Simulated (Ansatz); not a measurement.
# C₉H₂₁Ga: basis-set convergence

An exercise on one series of results from a longer session: the logs are not shown, and one member is left open.

Program: Ansatz 0.2.0, Gaussian basis. Level of theory: one geometry, several basis sets. These are calculated values, not measurements.

The runs, in order: PBE0-D4/def2-SVP; ωB97M-V/def2-SVP; PBE0-D4/def2-QZVPP; ωB97M-V/def2-QZVPP; the functionals' def2-TZVPP values are taken from earlier runs.

### Structure used throughout

The geometry comes from an earlier relaxation with PBE0-D4 in a triple-zeta def2 set; it is a stationary point, not always the lowest conformer.

31 atoms, charge 0, spin multiplicity 1.

Atoms are counted from 1 here; the program's logs count them from 0.

Bond lengths: C1–C2 1.528 Å, C1–H11 1.095 Å, C1–H12 1.098 Å, C1–H13 1.095 Å, C2–C3 1.525 Å, C2–Ga4 2.002 Å, C2–H14 1.097 Å, C3–H15 1.094 Å, C3–H16 1.098 Å, C3–H17 1.094 Å, Ga4–C5 1.999 Å, Ga4–C8 1.999 Å, C5–C6 1.530 Å, C5–C7 1.523 Å, C5–H18 1.097 Å, C6–H19 1.095 Å, C6–H20 1.095 Å, C6–H21 1.098 Å and more. Angles: C2–C1–H11 112.5°, C2–C1–H12 111.1°, C2–C1–H13 111.6°, H11–C1–H12 107.0°, H11–C1–H13 107.4°, H12–C1–H13 106.8°, C1–C2–C3 110.9°, C1–C2–Ga4 110.4°, C1–C2–H14 107.9°, C3–C2–Ga4 112.5°, C3–C2–H14 108.2°, Ga4–C2–H14 106.6°, C2–C3–H15 111.7°, C2–C3–H16 111.2°, C2–C3–H17 112.4°, H15–C3–H16 106.8°, H15–C3–H17 107.3°, H16–C3–H17 107.1° and more.

The first run:

File in.yaml:

```yaml
crystal:
  periodic: [false, false, false]
  atoms:
    - {symbol: C, position_ang: [-2.087741, -1.091064, 1.316223]}
    - {symbol: C, position_ang: [-0.611503, -0.715487, 1.430214]}
    - {symbol: C, position_ang: [-0.391056, 0.292478, 2.553269]}
    - {symbol: Ga, position_ang: [0.081122, -0.064774, -0.331398]}
    - {symbol: C, position_ang: [-0.376586, 1.754983, -1.021267]}
    - {symbol: C, position_ang: [0.702746, 2.731429, -0.550873]}
    - {symbol: C, position_ang: [-1.764133, 2.251594, -0.637516]}
    - {symbol: C, position_ang: [1.316325, -1.266957, -1.344121]}
    - {symbol: C, position_ang: [0.670691, -2.629339, -1.577455]}
    - {symbol: C, position_ang: [2.632103, -1.417832, -0.584843]}
    - {symbol: H, position_ang: [-2.266358, -1.860337, 0.558260]}
    - {symbol: H, position_ang: [-2.471447, -1.481832, 2.267594]}
    - {symbol: H, position_ang: [-2.705690, -0.225636, 1.056551]}
    - {symbol: H, position_ang: [-0.048752, -1.625823, 1.670661]}
    - {symbol: H, position_ang: [-0.911679, 1.235191, 2.358296]}
    - {symbol: H, position_ang: [-0.771803, -0.089044, 3.509738]}
    - {symbol: H, position_ang: [0.666929, 0.530036, 2.699501]}
    - {symbol: H, position_ang: [-0.317499, 1.693303, -2.114867]}
    - {symbol: H, position_ang: [0.715177, 2.825127, 0.540356]}
    - {symbol: H, position_ang: [1.706772, 2.430017, -0.866264]}
    - {symbol: H, position_ang: [0.528098, 3.737970, -0.951978]}
    - {symbol: H, position_ang: [-1.951452, 3.256648, -1.037545]}
    - {symbol: H, position_ang: [-2.558069, 1.600319, -1.013540]}
    - {symbol: H, position_ang: [-1.884024, 2.314732, 0.448248]}
    - {symbol: H, position_ang: [1.525966, -0.806259, -2.316142]}
    - {symbol: H, position_ang: [0.401849, -3.112846, -0.632030]}
    - {symbol: H, position_ang: [-0.240072, -2.563375, -2.180623]}
    - {symbol: H, position_ang: [1.354816, -3.310946, -2.099462]}
    - {symbol: H, position_ang: [2.473448, -1.834176, 0.416034]}
    - {symbol: H, position_ang: [3.157471, -0.465465, -0.463173]}
    - {symbol: H, position_ang: [3.316454, -2.099732, -1.106150]}
basis:
  gaussian: {orbitals: def2-SVP}
hamiltonian: {xc: pbe0, dispersion: d4}
output: {orbitals: {seedname: orbitals}}
```

Command:

```
ansatz run in.yaml --threads 11 --pin off --events-out ev --progress --plain --max-ram 174080MiB --backend cpu
```

Steps of the session up to this table: PBE0-D4 in def2-SVP; ωB97M-V in def2-SVP; PBE0-D4 in def2-QZVPP; ωB97M-V in def2-QZVPP.

One of the session's tables, all rows but one given; the rest of the session is left out.

It belongs to the step «Functionals by basis». 

| functional | basis | HOMO (eV) |
| --- | --- | --- |
| PBE0-D4 | def2-SVP | -6.40 |
| PBE0-D4 | def2-TZVPP | -6.43 |
| PBE0-D4 | def2-QZVPP | -6.44 |
| ωB97M-V | def2-SVP | -8.57 |
| ωB97M-V | def2-TZVPP | ? |
| ωB97M-V | def2-QZVPP | -8.60 |

**Question.** Estimate the row for ωB97M-V, def2-TZVPP.

As computed: HOMO (eV): -8.59. In the column «HOMO (eV)» it lies between ωB97M-V, def2-QZVPP (-8.60) and ωB97M-V, def2-SVP (-8.57).
